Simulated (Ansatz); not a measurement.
# F₂GeH₂Se₂: basis-set convergence

One table from this session's results is given with a row withheld; the runs are named, their logs left out.

The runs use Ansatz 0.2.0, Gaussian basis; one geometry, several basis sets.

Plan: PBE0-D4/def2-SVP; ωB97M-V/def2-SVP; PBE0-D4/def2-QZVPP; ωB97M-V/def2-QZVPP; the functionals' def2-TZVPP values are taken from earlier runs.

### The geometry

An earlier PBE0-D4 in a triple-zeta def2 set relaxation fixed the geometry.

SMILES `[F][Ge]([F])([SeH])[SeH]`, 7 atoms, charge 0, spin multiplicity 1.

Atoms are counted from 1 here; the program's logs count them from 0.

Bond lengths: F1–Ge2 1.724 Å, Ge2–F3 1.726 Å, Ge2–Se4 2.322 Å, Ge2–Se5 2.319 Å, Se4–H6 1.470 Å, Se5–H7 1.470 Å. Angles: F1–Ge2–F3 102.9°, F1–Ge2–Se4 112.7°, F1–Ge2–Se5 104.8°, F3–Ge2–Se4 107.1°, F3–Ge2–Se5 113.2°, Se4–Ge2–Se5 115.5°, Ge2–Se4–H6 90.2°, Ge2–Se5–H7 90.5°.

Set-up of the first run:

File in.yaml:

```yaml
crystal:
  periodic: [false, false, false]
  atoms:
    - {symbol: F, position_ang: [0.955520, -1.394048, 1.351504]}
    - {symbol: Ge, position_ang: [0.224896, -0.391627, 0.154419]}
    - {symbol: F, position_ang: [-0.814772, -1.485921, -0.682281]}
    - {symbol: Se, position_ang: [-1.120705, 1.264301, 1.070734]}
    - {symbol: Se, position_ang: [1.991904, 0.362760, -1.143791]}
    - {symbol: H, position_ang: [-2.258647, 0.333393, 1.095402]}
    - {symbol: H, position_ang: [1.083004, 1.243242, -1.891588]}
basis:
  gaussian: {orbitals: def2-SVP}
hamiltonian: {xc: pbe0, dispersion: d4}
output: {orbitals: {seedname: orbitals}}
```

Command:

```
$ ansatz run in.yaml --threads 4 --pin off --events-out ev --progress --plain --max-ram 11315MiB
```

Steps of the session up to this table: PBE0-D4 in def2-SVP; ωB97M-V in def2-SVP; PBE0-D4 in def2-QZVPP; ωB97M-V in def2-QZVPP.

One of the session's tables, all rows but one given; the rest of the session is left out.

It belongs to the step «Functionals by basis». 

| functional | basis | HOMO (eV) | LUMO (eV) |
| --- | --- | --- | --- |
| PBE0-D4 | def2-SVP | -7.82 | -1.54 |
| PBE0-D4 | def2-TZVPP | -7.92 | -1.71 |
| PBE0-D4 | def2-QZVPP | -7.94 | -1.75 |
| ωB97M-V | def2-SVP | -9.98 | 0.51 |
| ωB97M-V | def2-TZVPP | ? | ? |
| ωB97M-V | def2-QZVPP | -10.11 | 0.13 |

Q: Estimate the row for ωB97M-V, def2-TZVPP from the others.

As computed: HOMO (eV): -10.08; LUMO (eV): 0.23. In the column «HOMO (eV)» it lies between ωB97M-V, def2-QZVPP (-10.11) and ωB97M-V, def2-SVP (-9.98).
